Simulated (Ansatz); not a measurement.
# BCl2H4N: the cost of one run

Program: Ansatz 0.2.0. Level of theory: UKS PBE/def2-SVP. These are calculated values, not measurements.

## Step 1: Starting point

Bond lengths: B1–N2 1.804 Å, B1–Cl3 1.744 Å, B1–Cl4 1.742 Å, N2–H7 1.011 Å, N2–H8 1.011 Å. Angles: B1–N2–H7 115.0°, B1–N2–H8 114.7°, H7–N2–H8 110.1°, N2–B1–Cl3 112.0°, N2–B1–Cl4 112.0°, Cl3–B1–Cl4 121.5°.

As a file:

```xyz
8

B    -0.6815    0.3404   -0.2827
N     0.9243   -0.3631    0.1437
Cl   -1.5161   -0.6131   -1.4809
Cl   -0.6268    2.0784   -0.3804
H    -0.0153   -0.4281    1.1024
H    -0.9588   -0.1376    1.1285
H     1.6883    0.2985    0.1671
H     1.1858   -1.1754   -0.3976
```

## Step 2: Pulling towards end A

Springs on the bonds that form and break draw the guess towards this end; the thresholds are loose.

input.yaml reads:

```yaml
crystal:
  periodic: [false, false, false]
  atoms:
    - { symbol: B, position_ang: [-0.6815, 0.3404, -0.2827] }
    - { symbol: "N", position_ang: [0.9243, -0.3631, 0.1437] }
    - { symbol: Cl, position_ang: [-1.5161, -0.6131, -1.4809] }
    - { symbol: Cl, position_ang: [-0.6268, 2.0784, -0.3804] }
    - { symbol: H, position_ang: [-0.0153, -0.4281, 1.1024] }
    - { symbol: H, position_ang: [-0.9588, -0.1376, 1.1285] }
    - { symbol: H, position_ang: [1.6883, 0.2985, 0.1671] }
    - { symbol: H, position_ang: [1.1858, -1.1754, -0.3976] }
magnetization:
  spin_polarized: true
basis:
  gaussian: { orbitals: def2-SVP }
hamiltonian:
  xc: pbe
relax:
  f_tol: 0.15
  max_steps: 25
  restrain:
    - { distance: [0, 5], at: 2.45, k: 30.0 }
    - { distance: [4, 1], at: 2.32, k: 30.0 }
    - { distance: [0, 1], at: 1.55, k: 30.0 }
    - { distance: [4, 5], at: 0.62, k: 30.0 }
```

The run is started by

```
$ ansatz run input.yaml --threads 2 --pin off --max-ram 3072MiB --backend cpu --events-out ev --progress --plain --runs-dir out
```

Q: Estimate wall time and peak memory on 2 threads of Arm Neoverse V1, shared host.

About 17 s, with a peak of 0.14 GiB.
